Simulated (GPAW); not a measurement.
BiTe: single point with PBE

Crystal: BiTe.

```
Bi Te
1.0
     0.00000    3.23500    3.17030
     3.23500    0.00000    3.17030
     3.23500    3.23500    0.00000
Bi Te
1 1
Cartesian
  0.0000 0.0000 0.0000
  3.2350 3.2350 3.1703
```

The cell isn't the ideal one: strain = -0.02.

```json
{"Program": "GPAW 26.7.0", "Task": "single point", "Functional": "PBE", "Potentials or basis": "GPAW PAW data sets (gpaw-data 1.2.1)", "Cutoff": "600 eV", "Basis": "pw", "k mesh": "7 × 7 × 7", "Occupations": "fermi-dirac, width 0.05 eV", "Spin": "no spin polarisation"}
```

The pressure is 1.8 GPa and the band gap on the k mesh is none (metal or under the smearing width).

Stress tensor (GPa, compression positive):
```
1.36 0.00 0.00
0.00 1.36 0.00
0.00 0.00 2.53
```

Levels at points of the mesh, in eV from the Fermi level:
```csv
k point,band 8,band 9,band 10,band 11,band 12,band 13
"(0.00, 0.00, 0.00)",-2.82,-2.54,-2.54,2.01,2.01,2.49
```

It took 29 s on 1 thread of Arm Neoverse V2, on a shared host, peak memory 0.19 GiB.

Caveat: the density grid can change from cell to cell, which puts small steps into energies and stress; spin-orbit coupling is left out, which moves the levels of the heavy elements.
